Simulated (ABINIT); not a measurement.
# NiC (Fm-3m) in ABINIT: further runs, part 2 of 2

ABINIT 10.8.3 (patched build). The steps go on from the part before.

## Step 4: Phonons, LDA+U, collinear spin, ferromagnetic start (cell relaxed at zero pressure by an earlier run)

run.abi

```
ndtset 2

pp_dirpath "./"
pseudos "Ni.LDA_PW-JTH.xml, C.LDA_PW-JTH.xml"

acell 5.3278704546 5.3278704546 5.3278704546
rprim
     0.0000000000     0.7071067812     0.7071067812
     0.7071067812     0.0000000000     0.7071067812
     0.7071067812     0.7071067812     0.0000000000
ntypat 2
znucl 28 6
natom 2
typat 1 2
chkprim 0
chksymtnons 0
tolsym 1.0e-6
xred
            1/2            1/2            1/2
            0.0            0.0            0.0

ecut 41.0
pawecutdg 63.0
ecutsm 0.5

ngkpt 6 6 6
nshiftk 4
shiftk
     0.5000000000     0.5000000000     0.5000000000
     0.5000000000     0.0000000000     0.0000000000
     0.0000000000     0.5000000000     0.0000000000
     0.0000000000     0.0000000000     0.5000000000

ixc 7

nband 20
occopt 3
tsmear 0.00183747

nsppol 2
spinat
     0.0000000000     0.0000000000     1.0000000000
     0.0000000000     0.0000000000     0.0000000000

usepawu 1
lpawu 2 -1
upawu 1.0 0.0 eV
jpawu 0.9 0.0 eV
dmatpuopt 2

nstep 80

prteig 0
prtebands 0
prtwf 0
prtden 0
prtpot 0

kptopt1 1
tolvrs1 1.0e-11
prtwf1 1
tolwfr1 1.0e-14
nbdbuf1 4
nline1 6

rfphon2 1
rfatpol2 1 2
rfdir2 1 1 1
getwfk2 1
kptopt2 2
nqpt2 1
qpt2 0.0 0.0 0.0
tolvrs2 1.0e-8
```

mrgddb.in

```
merged_DDB
NiC
2
runo_DS1_DDB
runo_DS2_DDB
```

anaddb.abi

```
ddb_filepath "merged_DDB"
output_file "anaddb.abo"
outdata_prefix "ana"
asr 1
chneut 0
dipdip 0
dieflag 0
enunit 0
eivec 1
nph1l 1
qph1l 0.0 0.0 0.0 1.0
```

Potentials or basis: JTH PAW LDA v2.0.

On the command line:

```
$ abinit run.abi > log 2>&1
$ mrgddb < mrgddb.in > mrgddb.log 2>&1
$ anaddb anaddb.abi > anaddb.log 2>&1
```

run.abo:

```text
.Version 10.8.3 of ABINIT
 DATASET    1 : space group Fm -3 m (#225); Bravais cF (face-center cubic)
================================================================================
 Values of the parameters that define the memory need for DATASET  1.
     intxc =       0    ionmov =       0      iscf =      17    lmnmax =      18
     lnmax =       6     mgfft =      32  mpssoang =       3    mqgrid =    3001
     natom =       2  nloc_mem =       2    nspden =       2   nspinor =       1
    nsppol =       2      nsym =      48    n1xccc =       1    ntypat =       2
    occopt =       3   xclevel =       1
       mpw =        1357          nfft =       32768          nkpt =          28
 PAW method is used; the additional fine FFT grid is defined by:
   mgfftf=        40    nfftf =     64000
================================================================================
================================================================================

 DATASET    2 : space group Fm -3 m (#225); Bravais cF (face-center cubic)
================================================================================
 Values of the parameters that define the memory need for DATASET  2 (RF).
     intxc =       0      iscf =       7    lmnmax =      18     lnmax =       6
     mgfft =      32  mpssoang =       3    mqgrid =    3001     natom =       2
  nloc_mem =       2    nspden =       2   nspinor =       1    nsppol =       2
      nsym =      48    n1xccc =       1    ntypat =       2    occopt =       3
   xclevel =       1
      nfft =       32768          nkpt =         432
================================================================================
================================================================================

--------------------------------------------------------------------------------
------------- Echo of variables that govern the present computation ------------
--------------------------------------------------------------------------------
 -outvars: echo values of preprocessed input variables --------
            acell      5.3278704546E+00  5.3278704546E+00  5.3278704546E+00 Bohr
              amu      5.86900000E+01  1.20110000E+01
          chkprim           0
      chksymtnons           0
             ecut      4.10000000E+01 Hartree
           ecutsm      5.00000000E-01 Hartree
           getwfk1          0
           getwfk2          1
             iscf1         17
             iscf2          7
[... 696 lines left out ...]
  Sum:                 0.000000    -0.000001     -0.000001     0.000001
 Total magnetization (from the atomic spheres):                0.000001
 Total magnetization (exact up - dn):                          0.000001

================================================================================

 ----iterations are completed or convergence reached----

 Mean square residual over all n,k,spin=   42.514E-18; max=  14.558E-17

 2DEtotal=    0.3022755574E+00 Ha. Also 2DEtotal=    0.822533694608E+01 eV
    (2DErelax=   -1.4428969345E+02 Ha. 2DEnonrelax=    1.4459196901E+02 Ha)
    (  non-var. 2DEtotal :    3.0235826310E-01 Ha)

================================================================================

 ---- first-order wavefunction calculations are completed ----

 ==> Compute Derivative Database <==

  Dynamical matrix, in cartesian coordinates,
   if specified in the inputs, asr has been imposed
     j1       j2             matrix element
  dir pert dir pert     real part    imaginary part

   1    1   1    1         0.0107532812         0.0000000000
   1    1   1    2        -0.0107532812         0.0000000000

   2    1   2    1         0.0107532812         0.0000000000
   2    1   2    2        -0.0107532812         0.0000000000
[... 10 lines left out ...]
   3    2   3    1        -0.0107532750         0.0000000000
   3    2   3    2         0.0107532750         0.0000000000

  Phonon wavevector (reduced coordinates) :  0.00000  0.00000  0.00000
 Phonon energies in Hartree :
   0.000000E+00  0.000000E+00  0.000000E+00  7.691862E-04  7.691862E-04
   7.691862E-04
 Phonon frequencies in cm-1    :
   0.000000E+00  0.000000E+00  0.000000E+00  1.688169E+02  1.688169E+02
   1.688169E+02

== END DATASET(S) ==============================================================
================================================================================

 -outvars: echo values of variables after computation  --------
            acell      5.3278704546E+00  5.3278704546E+00  5.3278704546E+00 Bohr
           etotal1    -1.7669073432E+02
           etotal2     3.0227555744E-01
            fcart1    -0.0000000000E+00 -0.0000000000E+00 -0.0000000000E+00
                      -0.0000000000E+00 -0.0000000000E+00 -0.0000000000E+00
            fcart2     0.0000000000E+00  0.0000000000E+00  0.0000000000E+00
                       0.0000000000E+00  0.0000000000E+00  0.0000000000E+00
            rprim      0.0000000000E+00  7.0710678120E-01  7.0710678120E-01
                       7.0710678120E-01  0.0000000000E+00  7.0710678120E-01
                       7.0710678120E-01  7.0710678120E-01  0.0000000000E+00
           strten1    -3.2947664280E-06 -3.2947664280E-06 -3.2947664280E-06
                       0.0000000000E+00  0.0000000000E+00  0.0000000000E+00
           strten2     0.0000000000E+00  0.0000000000E+00  0.0000000000E+00
                       0.0000000000E+00  0.0000000000E+00  0.0000000000E+00
           xangst      1.9936081087E+00  1.9936081087E+00  1.9936081087E+00
                       0.0000000000E+00  0.0000000000E+00  0.0000000000E+00
             xred      5.0000000000E-01  5.0000000000E-01  5.0000000000E-01
                       0.0000000000E+00  0.0000000000E+00  0.0000000000E+00
 Calculation completed.
```

Run time: 8.6 min. Hardware: 1 thread of Arm Neoverse V2, shared host; peak memory 0.86 GiB.

What came out:

| Property | Result |
| --- | --- |
| Free energy | -4807.9998 eV |
| Pressure | 0.1 GPa |
| Net moment | 0.00 μB per cell |
| Highest phonon frequency at Γ, LO-TO splitting left out | 169 cm⁻¹ |

Phonon frequencies in cm⁻¹ (negative: imaginary):
```tsv
q point	frequencies
(0.000, 0.000, 0.000)	0 0 0 169 169 169
```

Caveat: the mesh is coarse for a metal's response; the U is typed as a test and isn't derived for this compound. The state reached can hang on the start; a lower one may exist.

## Step 5: The runs side by side

| task | cell | k mesh | cell freedom (optcell) | optimiser (ionmov) | cutoff smearing ecutsm (Ha) | force stop (Ha/bohr) | occupation projector (dmatpuopt) | gap on the mesh (eV) | pressure (GPa) | moment (μB) |
| --- | --- | --- | --- | --- | --- | --- | --- | --- | --- | --- |
| relaxation of cell and atoms | relaxed | 8 × 8 × 8 | 2 | 2 | 0.5 | 2e-05 | - | none | 0.0 | 0.00 |
| single point | cell relaxed | 8 × 8 × 8 | - | - | - | - | - | none | -0.3 | 0.00 |
| phonons | cell relaxed at zero pressure by an earlier run | 6 × 6 × 6, with 4 shifts | - | - | 0.5 | - | 2 | - | 0.1 | 0.00 |

Alike in all rows: level LDA+U; potentials or basis JTH PAW LDA v2.0; spin collinear, ferromagnetic start; Ni d U = 1 eV, J = 0.9 eV; cutoff (eV) 1116; smearing fermi-dirac 0.05 eV.

Caveats: the U is typed as a test and isn't derived for this compound; the mesh is coarse for a metal's response (some runs).

Total energies depend on the potentials used, so only differences within one code and one set of settings carry meaning.
